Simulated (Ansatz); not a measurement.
# HfH+ (singlet): the correlation ladder, def2-TZVP

How much of the correlation energy of HfH+ (singlet) does each wave-function method recover here?

The runs use Ansatz 0.2.0, Gaussian basis; def2-TZVP, core rule «outside noble gas», up to 4 orbitals frozen.

To be run: UHF; CCSD(T) on RHF; CCSD(T) on UHF; CISD; CCSDT(Q) on RHF; CCSDT(Q) on UHF; Full CI.

19 further runs of the same task are left out: 9 for a known fault of the program, 6 that didn't finish, 4 set aside as unsound or not needed.

### 1 What is computed

The geometry is a PBE0/def2-TZVP stationary point (not a proven minimum) of the parent state, kept for this charge and spin. No spin-orbit coupling is included. Elements past krypton take def2 core potentials.

2 atoms, charge 1, spin multiplicity 1.

Atoms are counted from 1 here; the program's logs count them from 0.

Bond lengths: Hf1–H2 1.832 Å.

### 2 UHF

in.yaml

```yaml
crystal:
  periodic: [false, false, false]
  atoms:
    - {symbol: Hf, position_ang: [0.000000, 0.000000, 0.000000]}
    - {symbol: H, position_ang: [0.000000, 0.000000, 1.831618]}
basis:
  gaussian: {orbitals: def2-TZVP}
total_charge: 1
magnetization: {spin_polarized: true, initial_magnetization: 0}
hamiltonian: {xc: hf}
output: {orbitals: {seedname: orbitals}}
```

The run is started by

```sh
> ansatz run in.yaml --threads 1 --pin off --events-out ev --progress --plain --max-ram 2393MiB
```

Further steps of the session: CCSD(T) on RHF; CCSD(T) on UHF; CISD; CCSDT(Q) on RHF; CCSDT(Q) on UHF; Full CI.

Q: Predict the results of all the runs planned. Wanted: FCI below the RHF energy; RMP2 from FCI; UMP2 from FCI; RCCSD from FCI; RCCSD(T) from FCI; UCCSD(T) from FCI; RCCSDT(Q) from FCI; UCCSDT(Q) from FCI; T1 diagnostic.

As calculated:

```
                         quantity                                                     value
         FCI below the RHF energy                                                -2.2109 eV
                    RMP2 from FCI                                           +16.38 kcal/mol
                    UMP2 from FCI                                           +12.05 kcal/mol
                   RCCSD from FCI                                            +2.10 kcal/mol
                RCCSD(T) from FCI                                            +0.57 kcal/mol
                UCCSD(T) from FCI                                            +0.96 kcal/mol
               RCCSDT(Q) from FCI                                            -0.02 kcal/mol
               UCCSDT(Q) from FCI                                            +0.49 kcal/mol
levels within 1 kcal/mol (43 meV)  RCCSD(T), UCCSD(T), RCCSDT, UCCSDT, RCCSDT(Q), UCCSDT(Q)
                    T1 diagnostic                                                     0.020
   effectively unpaired electrons                                                      0.40
```

What this shows: RCCSD(T) lands +0.57 kcal/mol from the yardstick (1.1 % of the correlation energy). The occupations show some static correlation. These misses are within one basis, not against nature.
